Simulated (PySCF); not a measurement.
**CsP+: bond curves at several levels of theory**

What are the lowest state that PBE0 finds, the bond length, vibrational wavenumber and bond energy of CsP+, and how much do these hang on the method?

Method: Cs def2-SVP with ECP46, P def2-SVP, scalar-relativistic core potentials; program: PySCF 2.14.0.

## Step 1: Set-up

The job is set up so:

```json
{"atoms": "Cs, P", "charge": "1", "basis": "Cs def2-SVP with ECP46, P def2-SVP", "Hamiltonian": "scalar-relativistic core potentials", "basis functions": "42", "electrons treated": "23", "masses in u": "132.9054, 30.9738", "levels": "PBE0, PBE, r²SCAN, TPSS, revPBE, B97-3, HF, MP2, SCS-MP2, CCSD, CCSD(T)", "grid": "80 radial by 434 angular points", "occupations": "held fixed by the projection of orbital angular momentum", "dissociation limit": "Cs+ + P, each in its ground configuration", "starting distance in angstrom": "3.370", "values of 2S to try": "1, 3"}
```

Run with:

```bash
$ OMP_NUM_THREADS=1 python dia.py task.json out
```

After this run come: PBE0 along the bond; Other states along the same grid; PBE (GGA); r²SCAN; TPSS (meta-GGA); revPBE; B97-3 (global hybrid GGA); UHF; MP2 and coupled cluster.

Q: Predict the outcome of this session. Wanted: for each run, Re; ωe; De; μ.

**Answer**, as computed:

Lowest PBE0 solution found, without spin–orbit coupling: ⁴Σ⁻ (quartet), unpaired electrons σ ↑, π ↑↑. State 2 has its PBE0 minimum 0.71 eV higher, as a spin-mixed determinant (⟨S²⟩ = 1.76), so this is no gap between pure states. State 3 has its PBE0 minimum 0.72 eV higher, as a spin-mixed determinant (⟨S²⟩ = 1.76), so this is no gap between pure states. The other levels ran on the lowest alone.

```
      level  Re (Å)  ωe (cm⁻¹)  De (eV)  μ (D)
        UHF   4.193       46.2    0.088  -2.92
    UHF-MP2   4.002       56.5    0.123    n/a
UHF-SCS-MP2   4.035       54.3    0.115    n/a
   UHF-CCSD   4.000       56.8    0.124    n/a
UHF-CCSD(T)   3.988       57.7    0.127    n/a
        PBE   3.913       60.0    0.161  -2.34
     revPBE   4.074       49.9    0.131  -2.57
       TPSS   3.988       53.7    0.130  -2.51
     r²SCAN   3.971       56.9    0.124  -2.57
       PBE0   3.930       57.7    0.136  -2.47
      B97-3   3.964       60.7    0.107  -2.56
```

De is counted to Cs+ + P in their ground configurations. A positive dipole points from Cs to P; in an ion it is taken about the centre of mass and does not tell which atom is negative.

**Reading.** Bond lengths run from 3.913 Å (PBE) to 4.193 Å (UHF). CCSD(T) can't serve as the judge here: for a weak bond in this basis it is far from its limit. Among the levels with a De in the table, it runs from 0.088 eV (UHF) to 0.161 eV (PBE).

Correlated steps freeze 5 core orbitals. These are scalar-relativistic numbers at best; spin–orbit coupling would shift them, the dissociation energy most. The bond is weak, and basis-set superposition, which was not computed, may be a sizeable part of it. With spin–orbit coupling the term label itself may not hold.
